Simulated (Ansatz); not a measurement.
Crystal: CuNi3.

```
CELL_PARAMETERS angstrom
1.39521 -1.98715 0.00000
1.39521 1.98715 0.00000
0.00000 0.00000 7.93489
ATOMIC_POSITIONS crystal
Cu 0.00000 0.00000 0.00000
Ni 0.50000 0.50000 0.25469
Ni 0.00000 0.00000 0.50000
Ni 0.50000 0.50000 0.74531
```

The cell comes from a database or a generator and needn't be the stable form of this composition.

Base run:

| Property | Result |
| --- | --- |
| Program | Ansatz 0.2.0 |
| Functional | LDA |
| Potentials or basis | all-electron LAPW, scalar-relativistic |
| Cutoff | 315 eV (chosen from the basis error) |
| Basis error allowed | 0.002 eV/atom |
| k mesh | 12 × 12 × 4 |
| Occupations | fermi-dirac, width 0.05 eV |
| Spin | collinear spin, ferromagnetic start |
| Starting moments | [0.6, 1.0, 1.0, 1.0] μB |

Its results: pressure -13.5 GPa; net moment 1.19 μB per cell; site moments Cu +0.02; Ni +0.36, +0.49 μB; largest force 0.038 eV/Å.

Question: The run is repeated on the same cell with these changes: functional from LDA to PBEsol. What comes out?

Answer: Pressure -6.3 GPa; net moment 1.32 μB per cell; site moments Cu +0.02; Ni +0.41, +0.53 μB; largest force 0.015 eV/Å.

PBEsol binds less tightly than LDA, so the same cell stands under more pressure.
